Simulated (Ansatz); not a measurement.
# Bromine (Br₂): small, medium and large basis sets

An exercise on one series of results from a longer session: the logs are not shown, and one member is left open.

Method: one geometry, several basis sets; program: Ansatz 0.2.0, Gaussian basis.

Plan: PBE0-D4/def2-SVP; ωB97M-V/def2-SVP; PBE0-D4/def2-QZVPP; ωB97M-V/def2-QZVPP; the functionals' def2-TZVPP values are taken from earlier runs.

### Structure used throughout

The geometry comes from an earlier relaxation with PBE0-D4 in a triple-zeta def2 set; it is a stationary point.

SMILES `BrBr`, 2 atoms, charge 0, spin multiplicity 1.

Atoms are counted from 1 here; the program's logs count them from 0.

Bond lengths: Br1–Br2 2.282 Å.

The first run:

in.yaml

```yaml
crystal:
  periodic: [false, false, false]
  atoms:
    - {symbol: Br, position_ang: [0.973120, -0.325440, 0.498590]}
    - {symbol: Br, position_ang: [-0.973120, 0.325440, -0.498590]}
basis:
  gaussian: {orbitals: def2-SVP}
hamiltonian: {xc: pbe0, dispersion: d4}
output: {orbitals: {seedname: orbitals}}
```

Started as:

```console
$ ansatz run in.yaml --threads 4 --pin off --events-out ev --progress --plain --max-ram 10444MiB
```

Steps of the session up to this table: PBE0-D4 in def2-SVP; ωB97M-V in def2-SVP; PBE0-D4 in def2-QZVPP; ωB97M-V in def2-QZVPP.

One table of the session follows, with a row left open; its other results are not shown here.

It belongs to the step «Density functionals: the series». 

| functional | basis | HOMO (eV) | LUMO (eV) |
| --- | --- | --- | --- |
| PBE0-D4 | def2-SVP | -8.00 | -3.46 |
| PBE0-D4 | def2-TZVPP | ? | ? |
| PBE0-D4 | def2-QZVPP | -8.12 | -3.52 |
| ωB97M-V | def2-SVP | -10.18 | -1.24 |
| ωB97M-V | def2-TZVPP | -10.29 | -1.37 |
| ωB97M-V | def2-QZVPP | -10.32 | -1.42 |

Q: Estimate the row for PBE0-D4, def2-TZVPP from the others.

As computed: HOMO (eV): -8.10; LUMO (eV): -3.51. In the column «HOMO (eV)» it lies between PBE0-D4, def2-QZVPP (-8.12) and PBE0-D4, def2-SVP (-8.00).
